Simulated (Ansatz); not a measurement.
**Zn: pressure up to the limit of the methods**

One table from this session's results is given with a row withheld; the runs are named, their logs left out.

Program: Ansatz 0.2.0. Level of theory: DFT PBEsol, with the methods named in each step. These are calculated values, not measurements.

1 further run of the same task is left out (for a known fault of the program). Runs told in other sessions of the task aren't counted.

### The starting structure

Symmetry: Fd-3m, No. 227, cubic system. Conventional cell: a = 5.211 Å, b = 5.211 Å, c = 5.211 Å, α = 90.00°, β = 90.00°, γ = 90.00°. Around Zn (site symmetry -43m) lie 4 Zn at 2.26 Å.

As a file:

```cif
data_structure
_symmetry_space_group_name_H-M 'P 1'
_symmetry_Int_Tables_number 1
_cell_length_a 3.6850
_cell_length_b 3.6850
_cell_length_c 3.6850
_cell_angle_alpha 60.000
_cell_angle_beta 60.000
_cell_angle_gamma 60.000
_cell_volume 35.38
loop_
_atom_site_label
_atom_site_type_symbol
_atom_site_fract_x
_atom_site_fract_y
_atom_site_fract_z
_atom_site_occupancy
Zn1 Zn 0.87500 0.87500 0.87500 1
Zn2 Zn 0.12500 0.12500 0.12500 1
```

Whether this phase is the stable one at these pressures isn't tested.

Atoms are numbered in the order of the input: Zn1, Zn2.

The first run:

File input.yaml:

```yaml
crystal:
  lattice:
    - [0.0, 2.6056705624, 2.6056705624]
    - [2.6056705624, 0.0, 2.6056705624]
    - [2.6056705624, 2.6056705624, 0.0]
  atoms:
    - { symbol: Zn, position: [-0.125, -0.125, -0.125] }
    - { symbol: Zn, position: [0.125, 0.125, 0.125] }
kpoints:
  mp_grid: { grid: [13, 13, 13] }
scf:
  occupations: { method: fermi_dirac, width: 0.05 }
hamiltonian:
  xc: pbesol
  pseudopotentials: { kind: paw }
output:
  forces: true
  stress: true
relax:
  f_tol: 0.005
  max_steps: 40
  cell: {}
```

Started as:

```sh
$ ansatz run input.yaml --threads 1 --pin off --max-ram 2048MiB --backend cpu --events-out ev --progress --plain --runs-dir out
```

Steps of the session up to this table: Cell relaxed at zero pressure, PAW; Volume scaled by 1, PAW; Volume scaled by 0.88, PAW; Volume scaled by 0.78, PAW; Volume scaled by 0.68, PAW; Volume scaled by 0.58, PAW; Volume scaled by 0.5, PAW; Volume scaled by 0.43, PAW; Volume scaled by 0.43, PAW (core large).

One of the session's tables, all rows but one given; the rest of the session is left out.

 The rows PAW, 0.43 and PAW (core large), 0.43 agree to the last digit and may rest on the same set-up.

| method | volume over the first | volume (Å³/atom) | pressure (GPa) |
| --- | --- | --- | --- |
| PAW | 1 | 22.572 | 0.03 |
| PAW | 0.88 | ? | ? |
| PAW | 0.78 | 17.606 | 16.76 |
| PAW | 0.68 | 15.349 | 36.27 |
| PAW | 0.58 | 13.092 | 75.55 |
| PAW | 0.5 | 11.286 | 137.39 |
| PAW | 0.43 | 9.706 | 238.27 |
| PAW (core large) | 0.43 | 9.706 | 238.27 |

**Question.** Estimate the row for PAW, 0.88.

**Answer.** volume (Å³/atom): 19.863; pressure (GPa): 6.48. In the column «volume (Å³/atom)» it lies between PAW, 0.78 (17.606) and PAW, 1 (22.572).

Caveats from the session: Warnings in the runs' records: datasets by core.
